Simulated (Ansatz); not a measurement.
# Y2InSn2: the cost of one run

Program: Ansatz 0.2.0. Level of theory: reference: DFT r2SCAN, plane waves, PAW, scalar-relativistic, no spin polarisation. These are calculated values, not measurements.

1 further run of the same task is left out (it didn't finish).

## (1) The structure to begin with

It takes space group P4/mbm (No. 127, tetragonal). Conventional cell: a = 7.732 Å, b = 7.732 Å, c = 4.466 Å, α = 90.00°, β = 90.00°, γ = 90.00°. Y (site symmetry m2m) has 6 Sn at 3.14 to 3.24 Å as nearest neighbours. In (site symmetry 4/m) is surrounded by 4 Sn at 3.08 Å. Sn (site symmetry m2m) has 1 Sn at 2.63 Å as nearest neighbours.

As a file:

```
CELL_PARAMETERS angstrom
7.73198 0.00000 0.00000
0.00000 7.73198 0.00000
0.00000 0.00000 4.46639
ATOMIC_POSITIONS crystal
Y 0.17864 0.67864 0.50000
Y 0.32136 0.17864 0.50000
Y 0.82136 0.32136 0.50000
Y 0.67864 0.82136 0.50000
In 0.00000 0.00000 0.00000
In 0.50000 0.50000 0.00000
Sn 0.37987 0.87987 0.00000
Sn 0.12013 0.37987 0.00000
Sn 0.62013 0.12013 0.00000
Sn 0.87987 0.62013 0.00000
```

## (2) The reference run

input.yaml reads:

```yaml
crystal:
  lattice:
    - [7.731981, 0.0, 0.0]
    - [0.0, 7.731981, 0.0]
    - [0.0, 0.0, 4.466387]
  atoms:
    - { symbol: "Y", position: [0.17864, 0.67864, 0.5] }
    - { symbol: "Y", position: [0.32136, 0.17864, 0.5] }
    - { symbol: "Y", position: [0.82136, 0.32136, 0.5] }
    - { symbol: "Y", position: [0.67864, 0.82136, 0.5] }
    - { symbol: In, position: [0.0, 0.0, 0.0] }
    - { symbol: In, position: [0.5, 0.5, 0.0] }
    - { symbol: Sn, position: [0.37987, 0.87987, 0.0] }
    - { symbol: Sn, position: [0.12013, 0.37987, 0.0] }
    - { symbol: Sn, position: [0.62013, 0.12013, 0.0] }
    - { symbol: Sn, position: [0.87987, 0.62013, 0.0] }
  symmetry: { tolerance: 0.0003 }
kpoints:
  mp_grid: { grid: [3, 3, 4], shift: [0, 0, 0] }
magnetization:
  spin_polarized: false
scf:
  occupations: { method: cold, width: 0.0993 }
hamiltonian:
  pseudopotentials: { kind: paw }
  xc: r2scan
basis:
  ecutwfc: 500
output:
  forces: true
  stress: true
  eigenvalues: true
  write_density: true
  write_potential: true
  elf: true
  volumetric_format: npy
```

On the command line:

```console
$ ansatz run input.yaml --threads 1 --pin off --max-ram 2560MiB --backend cpu --events-out ev --progress --plain --runs-dir out
```

What time and memory should one allow on 1 thread of Arm Neoverse V2, shared host?

About 32 s, with a peak of 1.2 GiB.
